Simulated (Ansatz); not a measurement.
# C3H9NZn: the cost of one run

The runs use Ansatz 0.2.0, Gaussian basis; the settings change from run to run.

### Step 1. The relaxed structure

The geometry comes from an earlier relaxation with PBE0-D4 in a triple-zeta def2 set; it is a stationary point, not always the lowest conformer.

14 atoms, charge 0, spin multiplicity 1.

Atoms are counted from 1 here; the program's logs count them from 0.

Bond lengths: C1–C2 1.527 Å, C1–H6 1.098 Å, C1–H7 1.093 Å, C1–H8 1.095 Å, C2–C3 1.526 Å, C2–Zn4 1.953 Å, C2–H9 1.097 Å, C3–H10 1.094 Å, C3–H11 1.093 Å, C3–H12 1.098 Å, Zn4–N5 1.824 Å, N5–H13 1.010 Å, N5–H14 1.010 Å. Angles: C2–C1–H6 110.9°, C2–C1–H7 112.6°, C2–C1–H8 111.8°, H6–C1–H7 107.2°, H6–C1–H8 106.7°, H7–C1–H8 107.4°, C1–C2–C3 110.7°, C1–C2–Zn4 112.1°, C1–C2–H9 107.9°, C3–C2–Zn4 112.2°, C3–C2–H9 107.9°, Zn4–C2–H9 105.8°, C2–C3–H10 111.8°, C2–C3–H11 112.6°, C2–C3–H12 110.9°, H10–C3–H11 107.3°, H10–C3–H12 106.8°, H11–C3–H12 107.2° and more.

### Step 2. wB97/def2-TZVP

Set apart from the defaults: atoms shaken by 0.08 Å.

File in.yaml:

```yaml
crystal:
  periodic: [false, false, false]
  atoms:
    - {symbol: C, position_ang: [-1.044455, 0.096925, 1.351114]}
    - {symbol: C, position_ang: [0.200855, 0.244413, 0.426111]}
    - {symbol: C, position_ang: [1.333301, -0.726973, 0.952565]}
    - {symbol: Zn, position_ang: [-0.102353, 0.358780, -1.226977]}
    - {symbol: N, position_ang: [-0.525625, 0.260904, -3.119328]}
    - {symbol: H, position_ang: [-0.793850, 0.224191, 2.442014]}
    - {symbol: H, position_ang: [-1.664427, 0.995401, 1.215639]}
    - {symbol: H, position_ang: [-1.492302, -0.946209, 1.167068]}
    - {symbol: H, position_ang: [0.702940, 1.275052, 0.852719]}
    - {symbol: H, position_ang: [1.020819, -1.818094, 0.676806]}
    - {symbol: H, position_ang: [2.224362, -0.599969, 0.453819]}
    - {symbol: H, position_ang: [1.439084, -0.768389, 1.999975]}
    - {symbol: H, position_ang: [0.215570, 0.391984, -3.783571]}
    - {symbol: H, position_ang: [-1.535378, 0.658058, -3.362786]}
basis:
  gaussian: {orbitals: def2-TZVP}
hamiltonian: {xc: {name: wB97}}
output: {forces: true}
```

Command:

```bash
$ ansatz run in.yaml --threads 4 --pin off --events-out ev --progress --plain --max-ram 11315MiB
```

What time and memory should one allow on 4 threads of Arm Neoverse V1, shared host?

About 8.5 s, with a peak of 0.51 GiB.
